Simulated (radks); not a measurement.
# Mn⁴⁺ in [Ar] 3d2 4p1: an all-electron calculation

An exercise on one series of results from a longer session: the logs are not shown, and one member is left open.

The numbers are computed with radks (a radial shooting solver on a logarithmic mesh, Libxc functionals) version 1 (Dirac Kohn-Sham, LDA (Slater exchange, Perdew-Wang correlation), spin-unpolarised, spherical densities, finite nucleus; open shells fill j = l - 1/2 first), except any that are marked as measured or tabulated.

### The atom as given

```
element            : manganese (Z = 25)
charge             : +4
electrons          : 21
configuration      : [Ar] 3d2 4p1
nuclear rms radius : 3.7057 fm
```

The first run:

Input:

```text
Z 25
configuration [Ar] 3d2 4p1
relativity Dirac
functional lda,pw
spin unpolarised
j_filling energy
nucleus finite rms 3.7057 fm
c 137.035999084
```

Command:

```console
python run_ks.py task.json out
```

This one command runs every case of the session in turn.

Among the steps run: Self-consistent calculation.

One of the session's tables, all rows but one given; the rest of the session is left out.

It belongs to the step «Radial structure». Sizes of the orbitals, from the radial functions (bohr):

```
level      <r>  outermost maximum (interpolated)  90 % within  nodes
1s1/2  0.06101                            0.0399        0.109      0
2s1/2   0.2799                             0.233        0.434      1
2p1/2   0.2454                             0.187        0.403      0
2p3/2        ?                                 ?            ?      ?
3s1/2   0.8243                             0.726         1.22      2
3p1/2   0.8506                             0.730         1.29      1
3p3/2   0.8580                             0.737         1.31      1
3d3/2   0.9189                             0.693         1.49      0
3d5/2   0.9212                             0.695         1.50      0
4p1/2    2.280                              2.09         3.30      2
4p3/2    2.293                              2.11         3.31      2
```

Q: Estimate the row for 2p3/2 from the others.

The run gave: <r>: 0.2484; outermost maximum (interpolated): 0.189; 90 % within: 0.407; nodes: 0. In the column «<r>» it lies between 2p1/2 (0.2454) and 2s1/2 (0.2799).
